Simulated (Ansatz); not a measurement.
This script drives the Ansatz DFT code, driven from Python.

`ch5fossi2.xyz`
```text
11

F     1.76250    0.11090    1.13390
C     0.99460   -0.58650    0.22600
O    -0.16490   -1.09160    0.92060
Si   -1.38070   -0.07330    0.87910
S    -1.54160    0.75530   -1.10860
Si    0.58400    0.48710   -1.25630
H     1.65360   -1.42930   -0.05900
H    -2.65440   -0.83470    1.13500
H    -1.28150    1.03300    1.89930
H     1.25410    1.80160   -1.23060
H     0.83960   -0.22950   -2.51880
```

`run_disp.py`:
```python
from dataclasses import dataclass

import ansatz as az


@dataclass(frozen=True)
class RunConfig:
    basis: str = "def2-SVP"


cfg = RunConfig()

system = az.Crystal.molecule_from_extxyz("ch5fossi2.xyz")

model = system.calculation().basis(gaussian=cfg.basis)
for name in ["b3lyp", "pbe0"]:
    for correction in ("d3bj", "d4"):
        rep = model.functional(name, dispersion=correction).run(threads=1).report
        print(f"{name:8s} {correction:5s} total {rep['free_energy_ev']:.5f} eV, of which dispersion {1000 * rep['dispersion']['energy']['ev']:.2f} meV")
```

It is started by `python run_disp.py`. Estimate its wall time and peak memory on 1 thread of Arm Neoverse V1, with other jobs on the host.

It took about 28 s, with a peak of 0.34 GiB, for 4 runs of the engine.

`python run_disp.py` gives:
```text
b3lyp    d3bj  total -32463.73675 eV, of which dispersion -625.07 meV
b3lyp    d4    total -32463.68448 eV, of which dispersion -572.81 meV
pbe0     d3bj  total -32445.66590 eV, of which dispersion -303.00 meV
pbe0     d4    total -32445.66079 eV, of which dispersion -297.89 meV
```

Total energies depend on the basis set; only differences at equal settings carry meaning. The geometry is a force-field or estimated start, not a minimum of this method, and the basis set is short of its limit. D4 holds the three-body term, and d3bj doesn't. b3lyp holds the VWN-RPA fit, as in Gaussian; the form of ORCA and Turbomole is b3lyp5.
